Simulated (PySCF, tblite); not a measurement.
# C₅H₁₁OPS: geometry, infrared bands and NMR shifts

What infrared bands and NMR shifts should C₅H₁₁OPS (`CP1(=S)CCOCC1`) show?

Computed with tblite 0.8.0 and PySCF 2.14.0, with density-fitted response routines of our own, on a single molecule in the gas phase. Atoms are numbered from 0 throughout.

**1. The starting structure**

19 atoms, charge 0, multiplicity 1; geometry from: force field or distance geometry start.

Bonds of the start (Å): C0–P1 1.81, P1–S2 1.93, P1–C3 1.81, C3–C4 1.51, C4–O5 1.43, O5–C6 1.43, C6–C7 1.52, C7–P1 1.80, C0–H8 1.09, C0–H9 1.10, C0–H10 1.09, C3–H11 1.08, C3–H12 1.11, C4–H13 1.10, C4–H14 1.10, C6–H15 1.10, C6–H16 1.09, C7–H17 1.09, C7–H18 1.09.

**2. Optimising the geometry with GFN2-xTB**

What the job is given:

```
{"job": {"kind": "relax", "xc": "GFN2-xTB", "basis": "xTB"}, "charge": 0, "multiplicity": 1}
C      2.246200    -0.861100     0.223300
P      0.776800    -0.205400    -0.613000
S      0.959700    -0.020300    -2.530100
C      0.404400     1.303400     0.306500
C     -1.061900     1.653300     0.163900
O     -1.886000     0.604800     0.676000
C     -1.883000    -0.566100    -0.141900
C     -0.542500    -1.277500    -0.022200
H      2.489600    -1.856100    -0.157100
H      2.067100    -0.940600     1.306700
H      3.093100    -0.202000     0.058900
H      1.043000     2.113000    -0.019600
H      0.613700     1.114400     1.384200
H     -1.322500     1.852800    -0.889900
H     -1.284000     2.567000     0.736100
H     -2.682300    -1.221200     0.245600
H     -2.124200    -0.301400    -1.169900
H     -0.359800    -1.533800     1.024300
H     -0.557200    -2.214000    -0.589300
```

Command:

```sh
> OMP_NUM_THREADS=1 python probes_run.py task.json out
```

The driver reads the jobs from task.json and runs them one after another.

**Question.** This job is followed by: GFN2-xTB harmonic vibrations, gas phase; GIAO PBE0/pcSseg-1 NMR shielding, non-relativistic, gas phase. Predict these results of the whole session: strongest single infrared mode (GFN2-xTB); zero-point energy (GFN2-xTB); 13C shifts against TMS (PBE0/pcSseg-1, means over atoms taken as alike); 1H shifts against TMS (PBE0/pcSseg-1, means over atoms taken as alike); 31P shifts against H3PO4 (PBE0/pcSseg-1); 33S shifts against CS2 (PBE0/pcSseg-1); 17O shifts against H2O (PBE0/pcSseg-1).

The runs gave:

| quantity | value |
| --- | --- |
| strongest single infrared mode (GFN2-xTB) | 919 cm⁻¹, 111 km/mol |
| zero-point energy (GFN2-xTB) | 96.0 kcal/mol |
| 13C shifts against TMS (PBE0/pcSseg-1, means over atoms taken as alike) | 66.7, 38.5, 27.5 ppm |
| 1H shifts against TMS (PBE0/pcSseg-1, means over atoms taken as alike) | 4.30, 4.21, 1.84, 1.56, 1.31 ppm |
| 31P shifts against H3PO4 (PBE0/pcSseg-1) | 8.3 ppm |
| 33S shifts against CS2 (PBE0/pcSseg-1) | -267 ppm |
| 17O shifts against H2O (PBE0/pcSseg-1) | 53.7 ppm |

What this shows: Over 48 steps the energy fell by 0.142 eV; of the close pairs, P1–C7 changed most, 1.800 to 1.847 Å. No mode is imaginary among the 51: a minimum at this level. The strongest single mode, at 919 cm⁻¹, is spread over many atoms; the largest shares are those of C4, C6. GFN2-xTB is a fitted tight-binding method: band positions and strengths are rough. Its intensities can rank the bands wrongly. At PBE0/pcSseg-1: The widest tensor belongs to P1: span 231 ppm, with a paramagnetic part of -654 ppm.
